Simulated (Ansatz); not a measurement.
# W: the cost of one run

Computed with Ansatz 0.2.0 (DFT PBEsol, scalar-relativistic, plane waves, PAW, unless a step's input says otherwise).

The COD cell was measured well above room temperature, so it is larger than a cold one.

### Step 1. Starting point

The structure is cubic, space group Im-3m (No. 229). The conventional cell has a = 3.195 Å, b = 3.195 Å, c = 3.195 Å, α = 90.00°, β = 90.00°, γ = 90.00°. W (site symmetry m-3m) has 8 W at 2.77 Å in its first shell of neighbours.

Structure file:

```cif
data_structure
_symmetry_space_group_name_H-M 'P 1'
_symmetry_Int_Tables_number 1
_cell_length_a 2.7666
_cell_length_b 2.7666
_cell_length_c 2.7666
_cell_angle_alpha 109.471
_cell_angle_beta 109.471
_cell_angle_gamma 109.471
_cell_volume 16.30
loop_
_atom_site_label
_atom_site_type_symbol
_atom_site_fract_x
_atom_site_fract_y
_atom_site_fract_z
_atom_site_occupancy
W1 W 0.00000 0.00000 0.00000 1
```

No relaxation comes first: the listed cell is the starting point.

### Step 2. The reference cell

Reference values: F = -10256.5472 eV; pressure -11.41 GPa; largest force 0.000 eV/Å; gap on the mesh none (metal). It was computed beforehand with the settings of the runs below.

### Step 3. The scan: a trigonal deformation path

At fixed volume and fractional coordinates, lengths along (0.577, 0.577, 0.577) are scaled against those across it; ρ is that ratio over its starting value.

### Step 4. Point ρ = 0.500

File input.yaml:

```yaml
crystal:
  lattice:
    - [-2.3478838752, 1.6770599108, 1.6770599108]
    - [1.6770599108, -2.3478838752, 1.6770599108]
    - [1.6770599108, 1.6770599108, -2.3478838752]
  atoms:
    - { symbol: W, position: [0.0, 0.0, 0.0] }
basis:
  ecutwfc: 420
kpoints:
  mp_grid: { grid: [24, 24, 24] }
hamiltonian:
  xc: pbesol
scf:
  occupations: { method: gaussian, width: 0.15 }
output:
  forces: true
  stress: true
  eigenvalues: true
```

The run is started by

```bash
> ansatz run input.yaml --threads 1 --pin off --max-ram 2560MiB --backend cpu --events-out ev --progress --plain --runs-dir out
```

**Question.** How long does this run take on 1 thread of Intel Xeon Platinum 8488C (Sapphire Rapids), shared host, and how much memory does it need?

About 10 s, with a peak of 0.58 GiB.
